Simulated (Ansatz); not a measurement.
**CH3GaOS: a ladder of functionals and wavefunction methods**

The task here is to estimate one member of a computed series from the others.

Computed with Ansatz 0.2.0, Gaussian basis. Level: functionals in def2-TZVPP, the program's frozen cores in correlated methods.

Levels to be run: LDA (SPW92), PBE-D4, revPBE-D4, BLYP-D4, r2SCAN-D4, B97M-V, PBE0-D4, B3LYP-D4, r2SCANh-D4, r2SCAN0-D4, HSE06-D4, BHLYP-D4, CAM-B3LYP-D4, LC-ωPBE, ωB97X-V, ωB97M-V, B2PLYP, PBE-QIDH; CCSD(T)/def2-SVP; CCSD(T)/def2-TZVPP; MP2/def2-QZVPP; extrapolation to the limit; RPA on PBE.

## The geometry

All runs share one geometry, relaxed beforehand with PBE0-D4 in a triple-zeta def2 set.

SMILES `C1[O][GaH][S]1`, 7 atoms, charge 0, spin multiplicity 1.

Atoms are counted from 1 here; the program's logs count them from 0.

Bond lengths: C1–O2 1.400 Å, C1–S4 1.863 Å, C1–H5 1.094 Å, C1–H6 1.094 Å, O2–Ga3 1.818 Å, Ga3–S4 2.185 Å, Ga3–H7 1.540 Å. Angles: O2–C1–S4 107.2°, O2–C1–H5 111.6°, O2–C1–H6 111.6°, S4–C1–H5 108.3°, S4–C1–H6 108.3°, H5–C1–H6 109.7°, C1–O2–Ga3 97.4°, O2–Ga3–S4 82.0°, O2–Ga3–H7 131.5°, S4–Ga3–H7 146.5°, C1–S4–Ga3 73.4°.

Coordinates:

```
C    -0.4765    0.8778   -0.0238
O     0.3633    0.3153    0.9450
Ga    0.7031   -1.2475    0.0802
S    -0.6103   -0.3501   -1.4183
H    -0.0628    1.8077   -0.4243
H    -1.4804    1.0598    0.3703
H     1.5635   -2.4631    0.4709
```

Set-up of the first run:

Input file in.yaml:

```yaml
crystal:
  periodic: [false, false, false]
  atoms:
    - {symbol: C, position_ang: [-0.476508, 0.877842, -0.023822]}
    - {symbol: O, position_ang: [0.363315, 0.315344, 0.945003]}
    - {symbol: Ga, position_ang: [0.703112, -1.247473, 0.080156]}
    - {symbol: S, position_ang: [-0.610296, -0.350094, -1.418318]}
    - {symbol: H, position_ang: [-0.062750, 1.807714, -0.424288]}
    - {symbol: H, position_ang: [-1.480390, 1.059752, 0.370332]}
    - {symbol: H, position_ang: [1.563517, -2.463076, 0.470936]}
basis:
  gaussian: {orbitals: def2-TZVPP}
hamiltonian: {xc: lda}
output: {orbitals: {seedname: orbitals}}
```

Run with:

```console
$ ansatz run in.yaml --threads 2 --pin off --events-out ev --progress --plain --max-ram 4352MiB
```

Among the steps run: LDA; PBE-D4 (GGA); revPBE-D4 (GGA); BLYP-D4 (GGA); r2SCAN-D4 (meta-GGA); B97M-V (meta-GGA); B3LYP-D4 (hybrid); r2SCANh-D4 (hybrid); r2SCAN0-D4 (hybrid); HSE06-D4 (hybrid); BHLYP-D4 (hybrid); CAM-B3LYP-D4 (range-separated); LC-ωPBE (range-separated); ωB97X-V (range-separated); ωB97M-V (range-separated); B2PLYP (double hybrid); PBE-QIDH (double hybrid).

One of the session's tables, all rows but one given; the rest of the session is left out.

It belongs to the step «Orbital energies across the functionals». 

```
  functional  HOMO (eV)  gap (eV)
 LDA (SPW92)      -6.21      4.15
      PBE-D4      -6.06      4.24
   revPBE-D4      -6.00      4.28
     BLYP-D4      -5.91      4.15
   r2SCAN-D4          ?         ?
      B97M-V      -6.37      4.60
     PBE0-D4      -7.21      6.11
    B3LYP-D4      -6.99      5.63
  r2SCANh-D4      -6.73      5.40
  r2SCAN0-D4      -7.37      6.42
    HSE06-D4      -6.81      5.35
    BHLYP-D4      -8.23      7.84
CAM-B3LYP-D4      -8.52      8.29
     LC-ωPBE      -9.89     10.80
     ωB97X-V      -9.53     10.31
     ωB97M-V      -9.37      9.96
```

**Question.** Estimate the row for r2SCAN-D4.

Worked estimate for «HOMO (eV)». Against the share of exact exchange, r2SCANh-D4 (0.1, -6.73), r2SCAN0-D4 (0.25, -7.37) give a slope of -4.27 per unit share; at 0 the line stands at -6.30.

**Answer.** HOMO (eV): -6.31; gap (eV): 4.71. In «HOMO (eV)» the line misses by +0.01.
